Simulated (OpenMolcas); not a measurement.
# Os⁵⁺ among point charges: CASSCF and CASPT2 levels and susceptibility

How does a field of 6 point charges split the states of Os⁵⁺, and what χT follows?

Program: OpenMolcas 26.06. Level of theory: state-averaged CASSCF and CASPT2, spin-orbit coupling by RASSI with atomic mean-field integrals. These are calculated values, not measurements, unless marked.

### 1 Starting point

| Property | Result |
| --- | --- |
| Species | Os⁵⁺ (osmium, Z = 76, 71 electrons) |
| Basis | ANO-RCC-VDZP [7s6p4d2f1g], 68 functions |
| Scalar Hamiltonian | DKH2, point nucleus |
| Inactive shells | 1s 2s 2p 3s 3p 3d 4s 4p 4d 4f 5s 5p |
| Active space | 3 electrons in 5 orbitals (5d) |
| Some configurations of this space | 5d3 |
| Orbitals | optimised for each spin and parity, averaged over all roots |

Outer shells as boxes (Hund's rule):

5d3
```
5d [↑ ][↑ ][↑ ][  ][  ]
```

The ion sits among 6 point charges of -1.7 e arranged as a trigonal prism (D3h), 1.92 Å from the ion, with a polar angle of 41.2° against the regular 49.1°.

The work runs as a chain of OpenMolcas steps in one folder; each step below is one input file. Labels, J, g values, rates, χT and fits are worked out afterwards by a script from the matrices that RASSI stores.

### 2 One- and two-electron integrals

File a.inp:

```
&GATEWAY
Coord
1

Os 0.0 0.0 0.0
Basis=ANO-RCC-VDZP
Group=NoSym
NoMove
AngMom=0.0 0.0 0.0
AMFI
XField
6 Angstrom 0
1.265793 0.000000 1.443665 -1.700000
-0.632896 1.096209 1.443665 -1.700000
-0.632896 -1.096209 1.443665 -1.700000
1.265793 0.000000 -1.443665 -1.700000
-0.632896 1.096209 -1.443665 -1.700000
-0.632896 -1.096209 -1.443665 -1.700000
&SEWARD
```

On the command line:

```sh
$ OMP_NUM_THREADS=1 MOLCAS_MEM=1689 MOLCAS_PROJECT=a pymolcas a.inp > a.log
```

### 3 Reference wave functions, quartets, 10 roots

File a.inp:

```
&RASSCF
FileOrb=start.orb
Symmetry=1
Spin=4
nActEl=3 0 0
Inactive=34
Ras2=5
CIRoot=10 10 1
SDav=10
CIMx=300
Iter=120 100
PrWF=0.3
OrbListing=Nothing
MaxOrb=0
>>> COPY $Project.JobIph JOB001
```

start.orb holds the contracted functions of the basis, ordered by shell, or the orbitals of the step before.

### 4 CASSCF: doublets, 40 roots

File a.inp:

```
&RASSCF
FileOrb=start.orb
Symmetry=1
Spin=2
nActEl=3 0 0
Inactive=34
Ras2=5
CIRoot=40 40 1
SDav=40
CIMx=300
Iter=120 100
PrWF=0.3
OrbListing=Nothing
MaxOrb=0
>>> COPY $Project.JobIph JOB002
```

### 5 State interaction with spin-orbit coupling

File a.inp:

```
&RASSI
NrOfJobIphs=2 10 40
1 2 3 4 5 6 7 8 9 10
1 2 3 4 5 6 7 8 9 10 11 12 13 14 15 16 17 18 19 20 21 22 23 24 25 26 27
28 29 30 31 32 33 34 35 36 37 38 39 40
IphNames
JOB001
JOB002
EJob
SpinOrbit
DIPRint=1.0
SOCoupling=1000.0
Subsets=2
Property=9
'ANGMOM' 1 'ANGMOM' 2 'ANGMOM' 3 'MLTPL  1' 1 'MLTPL  1' 2 'MLTPL  1' 3
'AMFI' 1 'AMFI' 2 'AMFI' 3
SOProperty=3
'ANGMOM' 1 'ANGMOM' 2 'ANGMOM' 3
```

### 6 CASPT2: IPEA 0.25, imaginary shift 0.1 (closed shells correlated: 4f 5s 5p)

File a.inp:

```
>>> COPY JOB001 $Project.JobIph
&CASPT2
Multistate=10 1 2 3 4 5 6 7 8 9 10
NoMult
Frozen=23
IPEA=0.25
Imaginary=0.1
MaxIter=60
WThr=0.0 0.3 0.05
PrWF=0.5
NoMix
>>> COPY JOB002 $Project.JobIph
&CASPT2
Multistate=40 1 2 3 4 5 6 7 8 9 10 11 12 13 14 15 16 17 18 19 20 21 22
23 24 25 26 27 28 29 30 31 32 33 34 35 36 37 38 39 40
NoMult
Frozen=23
IPEA=0.25
Imaginary=0.1
MaxIter=60
WThr=0.0 0.3 0.05
PrWF=0.5
NoMix
```

(Steps that only read results are left out.)

What does the calculation give? Wanted: spin-free ground state; first state of the same spin within the active space; lowest level; next level.

As calculated:

| quantity | value |
| --- | --- |
| method | SS-CASPT2, IPEA 0.25, imaginary shift 0.1 (closed shells correlated: 4f 5s 5p) |
| spin-free ground state | 4A2, 1-fold in its orbital part |
| first state of the same spin within the active space | 4E at 7280 cm⁻¹ |
| lowest level | 2-fold E1/2, g = 0.51, 0.51, 1.54 |
| next level | 5073.9 cm⁻¹ |
| χT at 300 K | 0.12 cm³ K/mol |
| effective moment at 300 K | 0.98 μB |

Cost by method:

| method | time of its own steps | time with the reference |
| --- | --- | --- |
| A. CASSCF | 11 s | 11 s |
| B. SS-CASPT2, IPEA 0.25, imaginary shift 0.1, +4f 5s 5p | 16 s | 27 s |

Times are of one thread on a shared host.

What this shows: The spin-free ground state (4A2) comes to 87 % from free-ion F terms and keeps the highest spin of the shell. χT at 300 K is 0.12, against 1.88 cm³ K/mol for the spin alone, so spin-orbit coupling lowers it. CASPT2 does not keep the components of a term degenerate, and the means are used. The field of point charges can differ much from that of real complexes. Point charges carry no covalency, so the field is a model and not that of real ligands.
